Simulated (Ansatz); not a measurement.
# GaCS (quartet): wave-function methods side by side at a displaced geometry (v2), cc-pVDZ

Aim: climb from Hartree-Fock through coupled cluster for GaCS (quartet) at one geometry and basis, and see what each rung misses.

Method: cc-pVDZ, core rule «outside noble gas», up to 20 orbitals frozen; program: Ansatz 0.2.0, Gaussian basis.

Plan: UHF; CCSD(T) on ROHF; CCSD(T) on UHF; BCCD(T) on ROHF; CISD; CCSDT(Q) on ROHF; CCSDT(Q) on UHF.

24 further runs of the same task are left out: 7 for a known fault of the program, 1 for a mislabelled method, 6 that didn't finish, 10 set aside as unsound or not needed.

### 1 What is computed

The geometry is a PBE0/def2-TZVP stationary point (not a proven minimum) with its atoms shifted at random (size 0.100 Å). No spin-orbit coupling is included. The filled d shell of Ga may be among the frozen orbitals whatever the setting's name suggests; the logs give the count.

3 atoms, charge 0, spin multiplicity 4.

Atoms are counted from 1 here; the program's logs count them from 0.

Bond lengths: C1–S2 1.747 Å, C1–Ga3 1.858 Å, S2–Ga3 2.415 Å. Angles: S2–C1–Ga3 84.1°, C1–S2–Ga3 49.9°, C1–Ga3–S2 46.0°.

### 2 UHF

Contents of in.yaml:

```yaml
crystal:
  periodic: [false, false, false]
  atoms:
    - {symbol: C, position_ang: [0.100528, -1.148317, 0.569836]}
    - {symbol: S, position_ang: [-0.064346, 0.266841, 1.580943]}
    - {symbol: Ga, position_ang: [0.012275, 0.075095, -0.825224]}
basis:
  gaussian: {orbitals: cc-pVDZ}
magnetization: {spin_polarized: true, initial_magnetization: 3}
hamiltonian: {xc: hf}
output: {orbitals: {seedname: orbitals}}
```

Started as:

```sh
ansatz run in.yaml --threads 1 --pin off --events-out ev --progress --plain --max-ram 2393MiB
```

The runs that follow: CCSD(T) on ROHF; CCSD(T) on UHF; BCCD(T) on ROHF; CISD; CCSDT(Q) on ROHF; CCSDT(Q) on UHF.

**Question.** What will the summary of the whole plan be? Wanted: UCCSDT(Q) below the RHF energy; RMP2 from UCCSDT(Q); UMP2 from UCCSDT(Q); RCCSD from UCCSDT(Q); RCCSD(T) from UCCSDT(Q); UCCSD(T) from UCCSDT(Q); RCCSDT(Q) from UCCSDT(Q); T1 diagnostic.

As calculated:

| quantity | value |
| --- | --- |
| UCCSDT(Q) below the RHF energy | -8.8267 eV |
| RMP2 from UCCSDT(Q) | +29.11 kcal/mol |
| UMP2 from UCCSDT(Q) | +31.18 kcal/mol |
| RCCSD from UCCSDT(Q) | +12.54 kcal/mol |
| RCCSD(T) from UCCSDT(Q) | +2.38 kcal/mol |
| UCCSD(T) from UCCSDT(Q) | +2.43 kcal/mol |
| RCCSDT(Q) from UCCSDT(Q) | +0.44 kcal/mol |
| levels within 1 kcal/mol (43 meV) | RCCSDT(Q) |
| T1 diagnostic | 0.061 |

What this shows: RCCSD(T) misses by +2.38 kcal/mol, 1.2 % of the correlation energy. These misses are within one basis, not against nature; the frozen cores of restricted and unrestricted runs differ, which can shift their rows.
